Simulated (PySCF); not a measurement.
# ClH7P2Si2: the cost of one run

Computed with PySCF 2.14.0, with density-fitted response routines of our own, on a single molecule in the gas phase. Atoms count from 0, in the outputs and in this text.

## 1. The starting structure

12 atoms, charge 0, multiplicity 1; geometry from: GFN2-xTB. The atoms were then displaced at random by about 0.01 Å, so the start is not that level's minimum.

Bonds of the start (Å): Si0–Si1 2.37, Si1–P2 2.28, Si1–P3 2.31, Si1–Cl4 2.05, Si0–H5 1.49, Si0–H6 1.44, Si0–H7 1.46, P2–H8 1.37, P2–H9 1.36, P3–H10 1.38, P3–H11 1.38.

## 2. Relaxing the molecule at PBE0-D3(BJ)/def2-SVP

Job settings and geometry (Å):

```
{"job": {"xc": "PBE0", "basis": "def2-SVP", "d3": "d3bj", "grid": 1, "shake": 0.01, "kind": "geom"}, "charge": 0, "multiplicity": 1}
Si    -0.915310    -1.571630     0.004590
Si     0.289860     0.408860     0.518300
P     -0.679910     2.395710    -0.034450
P      2.455240     0.583360    -0.255780
Cl     0.505210     0.496310     2.556010
H     -1.504870    -1.422790    -1.350400
H     -0.068920    -2.734950     0.020860
H     -2.024670    -1.747500     0.932020
H     -1.924840     2.018390     0.409580
H     -0.916250     2.022290    -1.325500
H      2.736000    -0.732750     0.063950
H      2.088140     0.256430    -1.548190
```

On the command line:

```bash
$ OMP_NUM_THREADS=1 python probes_run.py task.json out
```

One launch serves the whole session: the jobs run in the order shown.

Q: Estimate the wall time and peak memory of this first job on 1 thread of Arm Neoverse V1, shared host.

About 91 s, with a peak of 0.5 GiB.
